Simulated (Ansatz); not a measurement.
**GaH3O: molecular dynamics**

The plan is to follow the molecule's vibrations and see whether its bonds hold. The start is relaxed first. Runs: 150 steps of 0.5 fs under a Langevin thermostat at 2000 K; 150 steps of 0.5 fs under a Nosé-Hoover thermostat at 2000 K.

Method: RHF/def2-SVP, in Ansatz 0.2.0.

## Step 1: Starting point

Bond lengths: Ga1–H2 1.570 Å, Ga1–O3 1.790 Å, O3–H4 1.010 Å, Ga1–H5 1.570 Å. Angles: H2–Ga1–O3 120.0°, H2–Ga1–H5 120.0°, O3–Ga1–H5 120.0°, Ga1–O3–H4 109.5°.

Structure file:

```xyz
5

Ga    0.0000    0.0000    0.0000
H     0.0000    0.0000    1.5700
O     1.5501    0.0000   -0.8950
H     1.8500   -0.9519   -1.0499
H    -1.3596    0.0000   -0.7850
```

## Step 2: Preparing the start

File input.yaml:

```yaml
crystal:
  periodic: [false, false, false]
  atoms:
    - { symbol: Ga, position_ang: [0.0, 0.0, 0.0] }
    - { symbol: H, position_ang: [0.0, 0.0, 1.57] }
    - { symbol: O, position_ang: [1.5501, 0.0, -0.895] }
    - { symbol: H, position_ang: [1.85, -0.9519, -1.0499] }
    - { symbol: H, position_ang: [-1.3596, 0.0, -0.785] }
basis:
  gaussian: { orbitals: def2-SVP }
hamiltonian:
  xc: hf
relax:
  f_tol: 0.02
  max_steps: 40
```

Started as:

```
> ansatz run input.yaml --threads 1 --pin off --max-ram 2048MiB --backend cpu --events-out ev --progress --plain --runs-dir out
```

The program printed, cut to the lines that bear on the results:

```text
Warning: RAYON_NUM_THREADS=1 ignored (pool sized by the plan → 1); use --threads N
[...]
Functional definition: HF
[...]
644 factors; integrals over basis functions are off by at most 3.0e-4 eV
[...]
mean field -54410.41078782 eV, -1999.5457157512 hartree, gradient 2.4e-5 eV, S^2 0.000000; 0 other end points of the search recorded, 0 dependent functions left out
[...]
reference -54410.41078782 eV, -1999.5457157512 hartree; 21, 21 occupied and 40, 40 virtual orbitals, 644 factors
relax step   1: F+E_penalty+E_count = -54410.41078782 eV  Δ(F+E_penalty+E_count) = +0.000e0 eV  max|allowed force component| = 3.238e0 eV/Å  Δτ_max = 0.0000 Å  (27 SCF iters, accepted)
[...]
relax step   3: F+E_penalty+E_count = -54410.57671698 eV  Δ(F+E_penalty+E_count) = -2.847e-2 eV  max|allowed force component| = 3.784e-1 eV/Å  Δτ_max = 0.0498 Å  (23 SCF iters, accepted)
[...]
relax step   5: F+E_penalty+E_count = -54410.61384517 eV  Δ(F+E_penalty+E_count) = -2.853e-2 eV  max|allowed force component| = 9.547e-1 eV/Å  Δτ_max = 0.1212 Å  (28 SCF iters, accepted)
[...]
relax step   7: F+E_penalty+E_count = -54410.77423589 eV  Δ(F+E_penalty+E_count) = -4.454e-2 eV  max|allowed force component| = 2.661e-1 eV/Å  Δτ_max = 0.1376 Å  (28 SCF iters, accepted)
[...]
relax step   8: F+E_penalty+E_count = -54410.77980869 eV  Δ(F+E_penalty+E_count) = -5.573e-3 eV  max|allowed force component| = 3.843e-2 eV/Å  Δτ_max = 0.0285 Å  (22 SCF iters, accepted)
[...]
relax step   9: F+E_penalty+E_count = -54410.78040346 eV  Δ(F+E_penalty+E_count) = -5.948e-4 eV  max|allowed force component| = 1.052e-2 eV/Å  Δτ_max = 0.0131 Å  (22 SCF iters, accepted)
644 factors; integrals over basis functions are off by at most 4.7e-4 eV
[...]
mean field -54410.78040346 eV, -1999.5592988754 hartree, gradient 5.1e-5 eV, S^2 0.000000; 1 other end points of the search recorded, 0 dependent functions left out
[...]
reference -54410.78040346 eV, -1999.5592988754 hartree; 21, 21 occupied and 40, 40 virtual orbitals, 644 factors
Total energy: -54410.78040346 eV, -1999.5592988754 hartree
Atom 0 at    -0.089722    -0.066049    -0.039664 Å, force    -0.000225    -0.000428    -0.001016 eV/Å
Atom 1 at     0.161534    -0.055384     1.510570 Å, force    -0.000912     0.000368     0.000461 eV/Å
Atom 2 at     1.278985    -0.431850    -1.110536 Å, force    -0.006726     0.001260    -0.006465 eV/Å
Atom 3 at     2.132412    -0.614389    -0.753017 Å, force     0.010520    -0.002100     0.005161 eV/Å
Atom 4 at    -1.442709     0.215772    -0.767253 Å, force    -0.002657     0.000900     0.001860 eV/Å
Dipole moment:     0.066672    -0.001422     0.315379 e Å
```

Run time: 7.3 s. Hardware: 1 thread of Arm Neoverse V1, shared host; peak memory 0.1 GiB.

Relaxation path:

| step | energy from step 1 (eV) | largest force component (eV/Å) |
| --- | --- | --- |
| 1 | 0.0000 | 3.2381 |
| 2 | -0.1375 | 1.0442 |
| 3 | -0.1659 | 0.3784 |
| 4 | -0.1745 | 0.8515 |
| 5 | -0.2031 | 0.9547 |
| 6 | -0.3189 | 0.2669 |
| 7 | -0.3634 | 0.2661 |
| 8 | -0.3690 | 0.0384 |
| 9 | -0.3696 | 0.0105 |

Step 1 is the start.

After: Bond lengths: Ga1–H2 1.570 Å, Ga1–O3 1.776 Å, O3–H4 0.943 Å, Ga1–H5 1.562 Å. Angles: H2–Ga1–O3 118.2°, H2–Ga1–H5 126.7°, O3–Ga1–H5 115.1°, Ga1–O3–H4 120.6°.

## Step 3: Run 1

150 steps of 0.5 fs under a Langevin thermostat at 2000 K, from the relaxed start.

File input.yaml:

```yaml
crystal:
  periodic: [false, false, false]
  atoms:
    - { symbol: Ga, position_ang: [-0.089722, -0.066049, -0.039664] }
    - { symbol: H, position_ang: [0.161534, -0.055384, 1.51057] }
    - { symbol: O, position_ang: [1.278985, -0.43185, -1.110536] }
    - { symbol: H, position_ang: [2.132412, -0.614389, -0.753017] }
    - { symbol: H, position_ang: [-1.442709, 0.215772, -0.767253] }
basis:
  gaussian: { orbitals: def2-SVP }
hamiltonian:
  xc: hf
md:
  timestep: 0.5
  n_steps: 150
  ensemble: nvt_langevin
  temperature: 2000.0
  initial_velocities: maxwell_boltzmann
  seed: 260462
  friction: 0.02
```

Started as:

```
> ansatz run input.yaml --threads 1 --pin off --max-ram 2048MiB --backend cpu --events-out ev --progress --plain --runs-dir out
```

The program printed, cut to the lines that bear on the results:

```text
Warning: RAYON_NUM_THREADS=1 ignored (pool sized by the plan → 1); use --threads N
[...]
[... 1 set-up line as earlier in the session ...]
[...]
644 factors; integrals over basis functions are off by at most 2.2e-4 eV
[...]
mean field -54410.78040570 eV, -1999.5592989578 hartree, gradient 1.6e-5 eV, S^2 0.000000; 0 other end points of the search recorded, 0 dependent functions left out
[...]
reference -54410.78040570 eV, -1999.5592989578 hartree; 21, 21 occupied and 40, 40 virtual orbitals, 644 factors
md step     0: t =     0.00 fs  T =  1600.0 K  F+E_penalty+E_count = -54410.78040570 eV  E_kin = 1.034080 eV  (27 SCF iters)
[...]
md step    19: t =     9.50 fs  T =   726.1 K  F+E_penalty+E_count = -54409.75290469 eV  E_kin = 0.469309 eV  (23 SCF iters)
[...]
md step    38: t =    19.00 fs  T =  1994.6 K  F+E_penalty+E_count = -54410.05291800 eV  E_kin = 1.289083 eV  (33 SCF iters)
[...]
md step    57: t =    28.50 fs  T =  2517.6 K  F+E_penalty+E_count = -54410.13789881 eV  E_kin = 1.627104 eV  (23 SCF iters)
[...]
md step    74: t =    37.00 fs  T =  1716.9 K  F+E_penalty+E_count = -54409.56577707 eV  E_kin = 1.109607 eV  (24 SCF iters)
md step    75: t =    37.50 fs  T =  1823.6 K  F+E_penalty+E_count = -54409.59435427 eV  E_kin = 1.178603 eV  (23 SCF iters)
```

## Step 4: More of the same log: dynamics from the start

The log, continued, cut to the lines that bear on the results:

```text
md step    76: t =    38.00 fs  T =  1697.3 K  F+E_penalty+E_count = -54409.63773427 eV  E_kin = 1.096976 eV  (23 SCF iters)
[...]
md step    94: t =    47.00 fs  T =  2665.3 K  F+E_penalty+E_count = -54410.18003107 eV  E_kin = 1.722560 eV  (23 SCF iters)
[...]
md step   112: t =    56.00 fs  T =  2541.2 K  F+E_penalty+E_count = -54410.01457181 eV  E_kin = 1.642355 eV  (22 SCF iters)
[...]
md step   130: t =    65.00 fs  T =  2838.8 K  F+E_penalty+E_count = -54410.23409969 eV  E_kin = 1.834688 eV  (22 SCF iters)
[...]
md step   148: t =    74.00 fs  T =  3138.1 K  F+E_penalty+E_count = -54410.40903884 eV  E_kin = 2.028184 eV  (24 SCF iters)
[...]
md step   149: t =    74.50 fs  T =  2798.5 K  F+E_penalty+E_count = -54410.42050062 eV  E_kin = 1.808667 eV  (23 SCF iters)
[...]
md step   150: t =    75.00 fs  T =  2913.1 K  F+E_penalty+E_count = -54410.41758070 eV  E_kin = 1.882711 eV  (28 SCF iters)
Total energy: -54410.41758070 eV, -1999.5459653849 hartree
Atom 0 at    -0.104245    -0.570353     0.216109 Å, force     1.244909     0.944685    -2.061661 eV/Å
Atom 1 at     1.149278    -0.361619     1.101673 Å, force     0.036896    -0.030659     0.407685 eV/Å
Atom 2 at     0.432840     0.171508    -1.404600 Å, force    -0.618553    -0.426363     0.959858 eV/Å
Atom 3 at     0.152445     0.453048    -2.271916 Å, force    -0.254352    -0.488635     0.901054 eV/Å
Atom 4 at    -1.390671    -1.346531     0.568103 Å, force    -0.408901     0.000972    -0.206936 eV/Å
Dipole moment:    -0.366706    -0.065619     0.024930 e Å
```

Wall time 94 s (1 thread of Arm Neoverse V1, shared host); peak memory 0.1 GiB.

## Step 5: Frames and traces

One step in 11; energies are changes from step 0:

| time (fs) | T (K) | potential energy change (meV/atom) |
| --- | --- | --- |
| 0.0 | 1600 | 0.0 |
| 5.5 | 1788 | 130.7 |
| 11.0 | 971 | 222.5 |
| 16.5 | 1297 | 180.3 |
| 22.0 | 2423 | 158.2 |
| 27.5 | 2508 | 130.5 |
| 33.0 | 2162 | 183.0 |
| 38.5 | 1704 | 220.4 |
| 44.0 | 2025 | 165.3 |
| 49.5 | 2387 | 129.1 |
| 55.0 | 2325 | 159.8 |
| 60.5 | 2448 | 158.4 |
| 66.0 | 2496 | 122.3 |
| 71.5 | 3164 | 117.6 |
| 75.0 | 2913 | 72.6 |

time (fs), T (K) and a bar:
```
      0.0       1600 ##########
      3.5       1401 #######
      6.5       1570 #########
     10.0        868 
     13.0       1027 ##
     16.5       1297 ######
     19.5       2064 ################
     23.0       2089 ################
     26.0       2227 ##################
     29.5       2463 #####################
     32.5       2222 ##################
     36.0       1842 #############
     39.0       1747 ###########
     42.5       1874 #############
     45.5       2661 #######################
     49.0       2174 #################
     52.0       1857 #############
     55.5       2505 #####################
     58.5       2762 #########################
     62.0       2608 #######################
     65.0       2839 ##########################
     68.5       2475 #####################
     71.5       3164 ##############################
     75.0       2913 ###########################
```

## Step 6: Positions and forces

Positions (Å) and forces (eV/Å):

```xyz
5
time_fs=9.5 T=726 dE=1.0275
Ga   -0.064   -0.091   -0.027   -5.080    2.520    3.300
H    -0.258    0.486    1.484    0.722   -0.814   -0.492
O     1.140   -0.340   -1.115    6.388   -2.846   -1.055
H     1.880   -0.822   -0.673   -0.973    1.256   -1.648
H    -1.272    0.119   -0.956   -1.057   -0.116   -0.106
5
time_fs=19.0 T=1995 dE=0.7275
Ga   -0.108   -0.111    0.002   -1.660    1.166   -2.470
H    -0.354    0.530    1.444    0.797   -0.634   -0.166
O     1.194   -0.318   -1.264    1.172   -1.122    2.469
H     2.001   -0.734   -0.908   -1.028    0.880   -0.922
H    -1.442   -0.066   -1.032    0.719   -0.290    1.089
5
time_fs=28.0 T=2357 dE=0.6453
Ga   -0.158   -0.142    0.029    3.627    0.563   -1.566
H     0.343    0.308    1.484   -0.139   -0.395   -0.456
O     1.214   -0.319   -1.364   -1.053    0.110    1.424
H     2.174   -0.280   -1.521   -1.774    0.006    0.932
H    -1.573   -0.143   -0.509   -0.662   -0.284   -0.334
5
time_fs=37.5 T=1824 dE=1.1861
Ga   -0.169   -0.211    0.050    3.347    0.096   -1.071
H     1.110   -0.095    1.152   -1.857   -0.055   -0.111
O     1.096   -0.273   -1.398   -1.393    0.238    0.219
H     1.887    0.096   -1.823   -1.526   -0.406    1.144
H    -1.813   -0.360    0.021    1.429    0.126   -0.181
5
time_fs=47.0 T=2665 dE=0.6004
Ga   -0.145   -0.284    0.068    2.900    0.222    0.960
H     0.909   -0.298    1.310   -0.529    0.022   -0.140
O     0.938   -0.170   -1.354   -2.010   -1.222   -0.030
H     1.486    0.522   -1.618    0.840    1.081   -0.211
H    -1.589   -0.412    0.462   -1.201   -0.102   -0.579
5
time_fs=56.0 T=2541 dE=0.7658
Ga   -0.124   -0.362    0.125   -0.608    0.543    3.900
H     0.761   -0.083    1.553   -0.413   -0.465   -1.171
O     0.764   -0.060   -1.327   -0.041   -1.786   -1.018
H     0.844    0.841   -1.466    0.521    2.028   -0.727
H    -1.683   -0.428    0.583    0.541   -0.320   -0.984
5
time_fs=65.5 T=2691 dE=0.5745
Ga   -0.127   -0.469    0.189    0.986    1.804    0.533
H     1.032    0.063    1.236   -0.877   -0.985   -0.052
O     0.610    0.087   -1.356   -0.763    0.465   -0.516
H     0.292    0.910   -1.736    0.264   -0.925    0.169
H    -1.673   -0.732    0.406    0.390   -0.360   -0.134
5
time_fs=75.0 T=2913 dE=0.3628
Ga   -0.104   -0.570    0.216    1.245    0.945   -2.062
H     1.149   -0.362    1.102    0.037   -0.031    0.408
O     0.433    0.172   -1.405   -0.619   -0.426    0.960
H     0.152    0.453   -2.272   -0.254   -0.489    0.901
H    -1.391   -1.347    0.568   -0.409    0.001   -0.207
```

On run 1: Against a set 2000 K the second half averages 2404 K, going from 1824 to 2913 K over that half. The bonding pattern survives the run.

## Step 7: Run 2

150 steps of 0.5 fs under a Nosé-Hoover thermostat at 2000 K, from the relaxed start.

Edit input.yaml of step 3 so:

```diff
@@ -15,6 +15,5 @@
   n_steps: 150
-  ensemble: nvt_langevin
+  ensemble: nvt_nose_hoover
   temperature: 2000.0
   initial_velocities: maxwell_boltzmann
-  seed: 260462
-  friction: 0.02
+  seed: 523231
```

Started as:

```
> ansatz run input.yaml --threads 1 --pin off --max-ram 2048MiB --backend cpu --events-out ev --progress --plain --runs-dir out
```

The program printed, cut to the lines that bear on the results:

```text
Warning: RAYON_NUM_THREADS=1 ignored (pool sized by the plan → 1); use --threads N
[...]
[... 1 set-up line as earlier in the session ...]
[...]
644 factors; integrals over basis functions are off by at most 2.2e-4 eV
[...]
mean field -54410.78040570 eV, -1999.5592989578 hartree, gradient 1.6e-5 eV, S^2 0.000000; 0 other end points of the search recorded, 0 dependent functions left out
[...]
reference -54410.78040570 eV, -1999.5592989578 hartree; 21, 21 occupied and 40, 40 virtual orbitals, 644 factors
md step     0: t =     0.00 fs  T =  2000.0 K  F+E_penalty+E_count = -54410.78040570 eV  E_kin = 0.775560 eV  conserved = -54410.00484571 eV  (27 SCF iters)
[...]
md step    19: t =     9.50 fs  T =   774.4 K  F+E_penalty+E_count = -54410.29921703 eV  E_kin = 0.300307 eV  conserved = -54410.00016239 eV  (23 SCF iters)
[...]
md step    38: t =    19.00 fs  T =  1002.9 K  F+E_penalty+E_count = -54410.38160757 eV  E_kin = 0.388918 eV  conserved = -54409.99881430 eV  (23 SCF iters)
[...]
md step    57: t =    28.50 fs  T =   733.0 K  F+E_penalty+E_count = -54410.27200525 eV  E_kin = 0.284261 eV  conserved = -54410.00299631 eV  (23 SCF iters)
[...]
md step    74: t =    37.00 fs  T =  1119.6 K  F+E_penalty+E_count = -54410.41118712 eV  E_kin = 0.434155 eV  conserved = -54410.00193038 eV  (23 SCF iters)
md step    75: t =    37.50 fs  T =  1037.4 K  F+E_penalty+E_count = -54410.37583802 eV  E_kin = 0.402279 eV  conserved = -54409.99930018 eV  (23 SCF iters)
```

## Step 8: More of the same log: dynamics from the start

Output, continued, cut to the lines that bear on the results:

```text
md step    76: t =    38.00 fs  T =  1013.2 K  F+E_penalty+E_count = -54410.36359129 eV  E_kin = 0.392908 eV  conserved = -54409.99723509 eV  (22 SCF iters)
[...]
md step    94: t =    47.00 fs  T =   868.2 K  F+E_penalty+E_count = -54410.28969397 eV  E_kin = 0.336684 eV  conserved = -54410.00004267 eV  (33 SCF iters)
[...]
md step   112: t =    56.00 fs  T =  1106.2 K  F+E_penalty+E_count = -54410.37075679 eV  E_kin = 0.428978 eV  conserved = -54410.00322652 eV  (31 SCF iters)
[...]
md step   130: t =    65.00 fs  T =  1599.8 K  F+E_penalty+E_count = -54410.52824627 eV  E_kin = 0.620361 eV  conserved = -54410.00096086 eV  (23 SCF iters)
[...]
md step   148: t =    74.00 fs  T =   515.2 K  F+E_penalty+E_count = -54410.08043221 eV  E_kin = 0.199784 eV  conserved = -54409.99738008 eV  (22 SCF iters)
[...]
md step   149: t =    74.50 fs  T =   638.0 K  F+E_penalty+E_count = -54410.12754070 eV  E_kin = 0.247389 eV  conserved = -54409.99782774 eV  (22 SCF iters)
[...]
md step   150: t =    75.00 fs  T =   839.0 K  F+E_penalty+E_count = -54410.20557773 eV  E_kin = 0.325365 eV  conserved = -54409.99910978 eV  (28 SCF iters)
Total energy: -54410.20557773 eV, -1999.5381744194 hartree
Atom 0 at    -0.097919    -0.066814    -0.044604 Å, force     0.138624     0.105443     1.244367 eV/Å
Atom 1 at     0.017334    -0.030922     1.631309 Å, force     0.398166    -0.170588    -1.206020 eV/Å
Atom 2 at     1.328117    -0.433491    -1.109520 Å, force     1.355121    -0.347071     0.604541 eV/Å
Atom 3 at     2.288897    -0.666822    -0.947660 Å, force    -3.105300     0.761999    -0.024276 eV/Å
Atom 4 at    -1.667807     0.322732    -0.367791 Å, force     1.213390    -0.349783    -0.618612 eV/Å
Dipole moment:     0.162411    -0.054643     0.055233 e Å
```

Wall time 95 s (1 thread of Arm Neoverse V1, shared host); peak memory 0.1 GiB.

## Step 9: Frames and traces

One step in 6; energies are changes from step 0:

| time (fs) | T (K) | potential energy change (meV/atom) | conserved energy change (meV/atom) |
| --- | --- | --- | --- |
| 0.0 | 2000 | 0.0 | 0.00 |
| 3.0 | 1000 | 78.8 | 1.22 |
| 6.0 | 799 | 94.6 | 1.33 |
| 9.0 | 948 | 82.5 | 0.68 |
| 12.0 | 506 | 117.0 | 0.74 |
| 15.0 | 945 | 83.2 | 0.83 |
| 18.0 | 1110 | 71.3 | 1.13 |
| 21.0 | 1154 | 67.6 | 0.43 |
| 24.0 | 1353 | 52.6 | 0.23 |
| 27.0 | 803 | 96.7 | 1.02 |
| 30.0 | 282 | 138.1 | 1.66 |
| 33.0 | 1012 | 81.1 | 0.67 |
| 36.0 | 1124 | 73.1 | 0.57 |
| 39.0 | 1321 | 59.1 | 0.74 |
| 42.0 | 1403 | 54.7 | 1.18 |
| 45.0 | 1269 | 65.9 | 0.48 |
| 48.0 | 1101 | 79.8 | 0.34 |
| 51.0 | 696 | 113.0 | 1.04 |
| 54.0 | 340 | 142.0 | 1.67 |
| 57.0 | 1139 | 80.5 | 0.92 |
| 60.0 | 1626 | 44.2 | 0.35 |
| 63.0 | 1300 | 72.2 | 0.99 |
| 66.0 | 1457 | 62.6 | 1.07 |
| 69.0 | 865 | 110.4 | 0.72 |
| 72.0 | 675 | 125.9 | 0.49 |
| 75.0 | 839 | 115.0 | 1.15 |

time (fs), T (K) and a bar:
```
      0.0       2000 ##############################
      3.5        997 ###########
      6.5        811 ########
     10.0        617 ####
     13.0        510 ##
     16.5       1487 ####################
     19.5       1055 ############
     23.0       1128 ##############
     26.0        904 ##########
     29.5        396 
     32.5       1046 ############
     36.0       1124 ##############
     39.0       1321 #################
     42.5       1425 ###################
     45.5        999 ###########
     49.0       1014 ############
     52.0        687 #####
     55.5        950 ##########
     58.5       1227 ################
     62.0       1139 ##############
     65.0       1600 #######################
     68.5       1128 ##############
     71.5        635 ####
     75.0        839 ########
```

## Step 10: Positions and forces

Positions (Å) and forces (eV/Å):

```xyz
5
time_fs=9.5 T=774 dE=0.4812
Ga   -0.086   -0.064   -0.041   -1.593    0.111   -0.560
H     0.398   -0.240    1.439   -0.575    0.293    0.234
O     1.245   -0.455   -1.093    3.890    0.823    0.758
H     2.103   -0.224   -0.621   -2.278   -1.060   -1.690
H    -1.361    0.268   -1.038    0.555   -0.166    1.256
5
time_fs=19.0 T=1003 dE=0.3988
Ga   -0.093   -0.063   -0.044    1.816   -0.796    2.304
H     0.267   -0.246    1.601   -0.467    0.312   -1.364
O     1.276   -0.468   -1.097    3.054    1.326    0.738
H     2.182   -0.149   -0.788   -2.766   -1.278   -0.975
H    -1.340    0.308   -0.718   -1.639    0.436   -0.703
5
time_fs=28.0 T=802 dE=0.4818
Ga   -0.095   -0.065   -0.040   -0.568    0.383   -1.711
H    -0.029   -0.102    1.450    0.563   -0.184    1.518
O     1.319   -0.462   -1.111    0.020    0.497    0.348
H     2.271   -0.335   -0.993   -1.518   -0.174    0.197
H    -1.660    0.411   -0.473    1.502   -0.522   -0.353
5
time_fs=37.5 T=1037 dE=0.4046
Ga   -0.094   -0.067   -0.041    1.740   -0.267    1.978
H    -0.001   -0.034    1.702    0.214   -0.141   -1.857
O     1.306   -0.437   -1.115   -4.509    0.709   -0.406
H     2.172   -0.550   -0.934    3.498   -0.479    1.050
H    -1.422    0.283   -0.635   -0.942    0.178   -0.765
5
time_fs=47.0 T=868 dE=0.4907
Ga   -0.085   -0.069   -0.035   -2.014    0.361   -3.557
H     0.244   -0.075    1.351    0.253    0.041    2.930
O     1.255   -0.405   -1.107   -1.306    0.597   -1.617
H     1.969   -0.735   -0.666    2.721   -1.017    1.108
H    -1.321    0.153   -1.083    0.346    0.018    1.136
5
time_fs=56.0 T=1106 dE=0.4096
Ga   -0.087   -0.068   -0.041   -0.322    0.134    1.520
H     0.369   -0.089    1.624   -0.840    0.082   -1.681
O     1.257   -0.397   -1.106    1.254   -0.708    0.017
H     1.942   -0.847   -0.626    0.243    0.271   -0.501
H    -1.314    0.083   -1.006   -0.336    0.221    0.645
5
time_fs=65.5 T=1525 dE=0.2841
Ga   -0.095   -0.066   -0.040    0.331   -0.296   -0.862
H     0.055   -0.045    1.464    0.426   -0.016    1.096
O     1.309   -0.416   -1.110    2.197   -1.263    0.813
H     2.195   -0.838   -0.862   -3.119    1.537   -0.551
H    -1.549    0.174   -0.569    0.164    0.038   -0.496
5
time_fs=75.0 T=839 dE=0.5748
Ga   -0.098   -0.067   -0.045    0.139    0.105    1.244
H     0.017   -0.031    1.631    0.398   -0.171   -1.206
O     1.328   -0.433   -1.109    1.355   -0.347    0.605
H     2.289   -0.667   -0.948   -3.105    0.762   -0.024
H    -1.668    0.323   -0.368    1.213   -0.350   -0.619
```

Reading of run 2. Against a set 2000 K the second half averages 1072 K with a spread of 389 K; 87 meV/atom has gone into potential energy, and a thermostat that acts over some 100 fs has not made it up in 75 fs. The conserved energy strays from its start by at most 1.86 meV/atom, 2.3 % of the mean kinetic energy, fair for a step of 0.5 fs. The bonds all hold.

## Step 11: Results

| quantity | value |
| --- | --- |
| relaxation of the start | 8 moves, 0.370 eV lower |
| run 1: length | 150 steps of 0.5 fs |
| run 1: temperature, first and last step | 1600 and 2913 K |
| run 1: temperature, second half | mean 2404 K, from 1309 to 3206 K |
| run 1: potential energy, second half | +145 meV/atom from this run's first step |
| run 1: bonds formed or broken | 0 |
| run 2: length | 150 steps of 0.5 fs |
| run 2: temperature, first and last step | 2000 and 839 K |
| run 2: temperature, second half | mean 1072 K, from 340 to 1644 K |
| run 2: potential energy, second half | +87 meV/atom from this run's first step |
| run 2: largest change of the conserved energy | 1.86 meV/atom |
| run 2: bonds formed or broken | 0 |

What this shows: Mean temperatures of the second halves: 2404 K, 1072 K. No bond formed or broke in any run. Averages from a run of 75 fs with 5 atoms are rough. The nuclei move classically, without zero-point motion, which matters most for hydrogen.
